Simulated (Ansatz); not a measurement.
**Si2H4BrO2F: a ladder of functionals and wavefunction methods**

Aim: compute Si2H4BrO2F with functionals from several rungs and with coupled cluster. The yardstick is the atomisation energy at the CCSD(T) limit.

Computed with Ansatz 0.2.0, Gaussian basis. Level: functionals in def2-TZVPP, the program's frozen cores in correlated methods.

Plan: PBE-D4, r2SCAN-D4, PBE0-D4, B3LYP-D4, ωB97X-V, ωB97M-V, B2PLYP; CCSD(T)/def2-TZVPP; MP2/def2-QZVPP; extrapolation to the limit.

## Step 1: The relaxed structure

An earlier PBE0-D4/def2-TZVP relaxation fixed the geometry.

SMILES `O[Si](F)(Br)O[SiH3]`, 10 atoms, charge 0, spin multiplicity 1.

Atoms are counted from 1 here; the program's logs count them from 0.

Bond lengths: O1–Si2 1.615 Å, O1–H7 0.959 Å, Si2–F3 1.583 Å, Si2–Br4 2.188 Å, Si2–O5 1.606 Å, O5–Si6 1.648 Å, Si6–H8 1.481 Å, Si6–H9 1.483 Å, Si6–H10 1.483 Å. Angles: Si2–O1–H7 118.6°, O1–Si2–F3 110.4°, O1–Si2–Br4 107.5°, O1–Si2–O5 111.8°, F3–Si2–Br4 107.6°, F3–Si2–O5 107.8°, Br4–Si2–O5 111.6°, Si2–O5–Si6 146.5°, O5–Si6–H8 107.1°, O5–Si6–H9 109.6°, O5–Si6–H10 109.8°, H8–Si6–H9 110.2°, H8–Si6–H10 110.2°, H9–Si6–H10 109.9°.

## Step 2: PBE-D4 (GGA)

File in.yaml:

```yaml
crystal:
  periodic: [false, false, false]
  atoms:
    - {symbol: O, position_ang: [-2.062061, -1.088116, 0.974114]}
    - {symbol: Si, position_ang: [-0.811207, -1.010155, -0.043763]}
    - {symbol: F, position_ang: [-1.287423, -1.291837, -1.526667]}
    - {symbol: Br, position_ang: [0.591257, -2.593846, 0.514504]}
    - {symbol: O, position_ang: [-0.110542, 0.434451, -0.019066]}
    - {symbol: Si, position_ang: [1.290830, 1.284353, -0.188012]}
    - {symbol: H, position_ang: [-2.685581, -0.359768, 0.991429]}
    - {symbol: H, position_ang: [0.959831, 2.714089, 0.013566]}
    - {symbol: H, position_ang: [2.269636, 0.836156, 0.831483]}
    - {symbol: H, position_ang: [1.845251, 1.074674, -1.547587]}
basis:
  gaussian: {orbitals: def2-TZVPP}
hamiltonian: {xc: pbe, dispersion: d4}
output: {forces: true, orbitals: {seedname: orbitals}}
```

The run is started by

```bash
ansatz run in.yaml --threads 2 --pin off --events-out ev --progress --plain --max-ram 32768MiB --backend cuda --devices 0, --max-vram 18GiB
```

The runs that follow: r2SCAN-D4 (meta-GGA); PBE0-D4 (hybrid); B3LYP-D4 (hybrid); ωB97X-V (range-separated); ωB97M-V (range-separated); B2PLYP (double hybrid); CCSD(T) in def2-TZVPP; MP2 in def2-QZVPP.

Q: Predict the results of all the runs planned. Wanted: atomisation energy, CCSD(T)/CBS; farthest; mean size of error, hybrid; mean size of error, range-separated; gap, smallest and largest; T1 diagnostic; triples share of the correlation energy.

As calculated:

| quantity | value |
| --- | --- |
| atomisation energy, CCSD(T)/CBS | 916.0 kcal/mol |
| functionals within 9.2 kcal/mol (1.0 %) | PBE-D4, r2SCAN-D4, ωB97X-V, ωB97M-V |
| farthest | PBE0-D4 (-23.3 kcal/mol) |
| mean size of error, hybrid | 19.9 kcal/mol |
| mean size of error, range-separated | 6.3 kcal/mol |
| gap, smallest and largest | 6.37 eV (PBE-D4), 13.00 eV (ωB97X-V) |
| T1 diagnostic | 0.0101 |
| triples share of the correlation energy | 3.2 % |

In words: PBE-D4 misses by -7.9 kcal/mol, or 0.9 kcal/mol for each of 9 bonds. Double hybrids carry the basis error of their MP2 part in triple zeta, and no dispersion term here, so their miss is partly the set-up's. The reference freezes the cores and leaves out relativity and excitations past (T), and its outer-core shells are covered unevenly, so misses under about 9.2 kcal/mol can't be ranked. All levels share the lack of spin-orbit coupling, which lowers the free heavy atoms and so the true binding. Hartree-Fock recovers 73 % of the binding; the rest is correlation. The gap grows from 6.4 to 13.0 eV across the functionals, mostly with the share of exact exchange. Correlated methods include outer-core shells of Br, which these sets cover unevenly.
